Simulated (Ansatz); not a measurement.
# Ni (Nickel): the cost of one run

Method: DFT r²SCAN, scalar-relativistic, plane waves, PAW, in Ansatz 0.2.0.

## (1) The system as given

The structure is cubic, space group Fm-3m (No. 225). The conventional cell has a = 3.478 Å, b = 3.478 Å, c = 3.478 Å, α = 90.00°, β = 90.00°, γ = 90.00°. Ni (site symmetry m-3m) is surrounded by 12 Ni at 2.46 Å.

Coordinates:

```cif
data_structure
_symmetry_space_group_name_H-M 'Fm-3m'
_symmetry_Int_Tables_number 225
_cell_length_a 3.4784
_cell_length_b 3.4784
_cell_length_c 3.4784
_cell_angle_alpha 90.000
_cell_angle_beta 90.000
_cell_angle_gamma 90.000
_cell_volume 42.09
loop_
_atom_site_label
_atom_site_type_symbol
_atom_site_symmetry_multiplicity
_atom_site_Wyckoff_symbol
_atom_site_fract_x
_atom_site_fract_y
_atom_site_fract_z
_atom_site_occupancy
Ni1 Ni 4 a 0.00000 0.00000 0.00000 1
```

This cell comes from an earlier session at r²SCAN: 10.522 Å³/atom at 0.00 GPa, on a 22×22×22 mesh.

## (2) Field gradients and densities at the nuclei

The input, input.yaml:

```yaml
crystal:
  lattice:
    - [0.0, 1.7392116818, 1.7392116818]
    - [1.7392116818, 0.0, 1.7392116818]
    - [1.7392116818, 1.7392116818, 0.0]
  atoms:
    - { symbol: Ni, position: [0.0, 0.0, 0.0], spin: 0.9 }
basis:
  ecutwfc: 500
  ecutrho_ratio: 4
kpoints:
  mp_grid: { grid: [22, 22, 22] }
hamiltonian:
  xc: r2scan
scf:
  occupations: { method: gaussian, width: 0.05 }
output:
  forces: true
  stress: true
  eigenvalues: true
  populations: true
  efg: { contact_densities: true, quadrupole_moments_barn: { Ni: 0.162 } }
magnetization:
  spin_polarized: true
checkpoint:
  read: start.run
  write: ck
  compress: false
  write_wavefunctions: false
  write_every: 100000
```

The run starts from a saved state of the same cell, the folder start.run.

Command:

```bash
$ ansatz run input.yaml --threads 1 --pin off --max-ram 2560MiB --backend cpu --events-out ev --progress --plain --runs-dir out
```

Q: Estimate wall time and peak memory on 1 thread of Intel Xeon 6975P-C (Granite Rapids), shared host.

About 6.6 s, with a peak of 0.48 GiB.
